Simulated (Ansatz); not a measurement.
# InSb: the cost of one run

Method: DFT r2SCAN, scalar-relativistic, plane waves, PAW, in Ansatz 0.2.0.

2 further runs of the same task are left out: 2 set aside as unsound or not needed.

### 1 The system as given

The structure is cubic, space group F-43m (No. 216). Conventional cell: a = 6.555 Å, b = 6.555 Å, c = 6.555 Å, α = 90.00°, β = 90.00°, γ = 90.00°. Around In (site symmetry -43m) lie 4 Sb at 2.84 Å. Sb (site symmetry -43m) has 4 In at 2.84 Å as nearest neighbours.

As a file:

```cif
data_structure
_symmetry_space_group_name_H-M 'F-43m'
_symmetry_Int_Tables_number 216
_cell_length_a 6.5552
_cell_length_b 6.5552
_cell_length_c 6.5552
_cell_angle_alpha 90.000
_cell_angle_beta 90.000
_cell_angle_gamma 90.000
_cell_volume 281.68
loop_
_atom_site_label
_atom_site_type_symbol
_atom_site_symmetry_multiplicity
_atom_site_Wyckoff_symbol
_atom_site_fract_x
_atom_site_fract_y
_atom_site_fract_z
_atom_site_occupancy
In1 In 4 a 0.00000 0.00000 0.00000 1
Sb1 Sb 4 d 0.25000 0.25000 0.75000 1
```

It is the result of an earlier relaxation at this level (volume 35.21 Å³/atom; gap on the mesh: none (metal)).

### 2 Bands, states and charges

input.yaml

```yaml
crystal:
  lattice:
    - [0.0, 3.2775773618, 3.2775773618]
    - [3.2775773618, 0.0, 3.2775773618]
    - [3.2775773618, 3.2775773618, 0.0]
  atoms:
    - { symbol: In, position: [0.0, 0.0, 0.0] }
    - { symbol: Sb, position: [0.25, 0.25, 0.25] }
basis:
  ecutwfc: 500
kpoints:
  mp_grid: { grid: [12, 12, 12] }
  band_path:
    path:
      - [[0.0, 0.0, 0.0], [-0.5, -0.5, 0.0], [-0.375, -0.375, 0.25]]
      - [[-0.375, 0.0, 0.375], [0.0, 0.0, 0.0], [0.0, 0.0, 0.5], [-0.5, -0.25, 0.25], [-0.5, -0.5, 0.0]]
    npoints: 14
hamiltonian:
  xc: r2scan
scf:
  occupations: { method: gaussian, width: 0.1 }
  n_extra_bands: 6
output:
  forces: true
  stress: true
  eigenvalues: true
  populations: true
  dos: { projected: true, de: 0.02, nscf_kmesh: { grid: [18, 18, 18] } }
  bader: true
  write_density: true
  write_potential: true
  elf: true
  volumetric_format: npy
```

Run with:

```bash
$ ansatz run input.yaml --threads 1 --pin off --max-ram 2560MiB --backend cpu --events-out ev --progress --plain --runs-dir out
```

**Question.** How long does this run take on 1 thread of Arm Neoverse V1, shared host, and how much memory does it need?

About 91 s, with a peak of 0.6 GiB.
